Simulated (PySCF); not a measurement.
# C2H7FSSi: the cost of one run

Programs: PySCF 2.14.0, with density-fitted response routines of our own. Each step states its level of theory. These are calculated values for one molecule in the gas phase, unless marked as measured. Atoms are numbered from 0 throughout.

## 1. Starting geometry

12 atoms, charge 0, multiplicity 1; geometry from: GFN2-xTB. The atoms were then displaced at random by about 0.01 Å, so the start is not that level's minimum.

Bonds of the start (Å): C0–S1 1.85, S1–Si2 2.15, Si2–C3 1.86, C3–F4 1.41, C0–H5 1.08, C0–H6 1.09, C0–H7 1.05, Si2–H8 1.43, Si2–H9 1.48, C3–H10 1.09, C3–H11 1.11.

## 2. Geometry optimisation at PBE0-D3(BJ)/def2-SVP

What the job is given:

```
{"job": {"xc": "PBE0", "basis": "def2-SVP", "d3": "d3bj", "grid": 1, "shake": 0.01, "kind": "geom"}, "charge": 0, "multiplicity": 1}
C      2.432540     0.285530     0.076700
S      0.829090     1.102860     0.507240
Si    -0.528040    -0.487590     0.009810
C     -2.212160     0.210980     0.382160
F     -3.193440    -0.771380     0.129050
H      2.392520     0.027300    -0.975490
H      3.202530     1.041650     0.245760
H      2.585790    -0.551330     0.699150
H     -0.369090    -0.802040    -1.380700
H     -0.223750    -1.649450     0.867050
H     -2.511590     1.056700    -0.241110
H     -2.364710     0.508510     1.436070
```

On the command line:

```
$ OMP_NUM_THREADS=1 python probes_run.py task.json out
```

The driver reads the jobs from task.json and runs them one after another.

**Question.** How long does this first job take on 1 thread of Arm Neoverse V1, shared host, and how much memory does it need?

About 30 s, with a peak of 0.47 GiB.
